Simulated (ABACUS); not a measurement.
Crystal: Ba2Tl5V3O12.

```xyz
22
Lattice="6.6527 0.0495 0.0202 2.8607 8.3646 0.0038 2.6828 2.4694 9.1957" Properties=species:S:1:pos:R:3 pbc="T T T"
Tl    3.7845    4.2101    3.2255
Tl    6.5448    4.4409    5.5815
Tl    8.1264    9.0456    6.1615
Tl    6.6930    4.4787    1.0881
Tl    4.6212    7.2113    6.8375
Ba    5.5442    0.4859    0.2246
Ba    5.0453    8.8099    3.1356
V     7.8851    6.7880    3.1058
V     2.5747    2.3174    0.3028
V     2.2646    2.2781    6.0800
O     3.6229    2.1646    4.9879
O     8.0188    5.0381    3.1811
O     3.7266    2.1571    1.5981
O     7.5372    1.8755    5.1646
O     4.9576    6.4605    9.0991
O     7.0474    7.3889    4.4933
O     8.6870    3.8848    6.7562
O     6.8904    7.1926    1.7495
O     1.1117    1.6298    0.9364
O     5.2975    9.5590    7.4268
O     5.9074    3.9074    8.2110
O     9.3999    7.5353    2.8601
```

The cell was built by a generator and needn't be a form met in nature.

Base run:

| Item | Value |
| --- | --- |
| Program | ABACUS 3.10.1 |
| Functional | RPBE |
| Dispersion | D3(BJ) |
| Potentials or basis | PseudoDojo NC SR 0.4.1 PBE standard |
| Cutoff | 1361 eV |
| Density cutoff | 5442 eV |
| Basis | DZP LCAO (the cutoffs set its grid) |
| k mesh | 5 × 4 × 3 |
| Occupations | fermi-dirac, width 0.05 eV |
| Spin | collinear spin, ferromagnetic start |
| Starting moments | [0.0, 0.0, 0.0, 0.0, 0.0, 0.0, 0.0, 2.0, 2.0, 2.0, 0.0, 0.0, 0.0, 0.0, 0.0, 0.0, 0.0, 0.0, 0.0, 0.0, 0.0, 0.0] μB |

Its results: band gap on the k mesh 2.94 eV, indirect (least direct gap 3.04 eV); pressure -4.4 GPa; net moment 0.00 μB per cell; largest force 0.575 eV/Å.

**Question.** The run is repeated on the same cell with these changes: dispersion from D3(BJ) to none. What comes out?

**Answer.** Band gap on the k mesh 2.94 eV, indirect (least direct gap 3.04 eV); pressure 3.1 GPa; net moment 0.00 μB per cell; largest force 0.439 eV/Å.

Dispersion adds attraction, which lowers the pressure at fixed volume and, as a term added to the energy, leaves the levels alone.

Caveats: the atomic orbitals were generated for these runs and aren't a published set; this release of the barium file is off; the potentials were made for another functional, which shifts forces and pressure; spin-orbit coupling is left out, which as a rule narrows the gap of such compounds by several tenths of an eV; an odd mesh through Γ misses points on the zone boundary, where band edges often lie; the basis of atomic orbitals isn't converged, which shifts pressures, moduli and gaps.
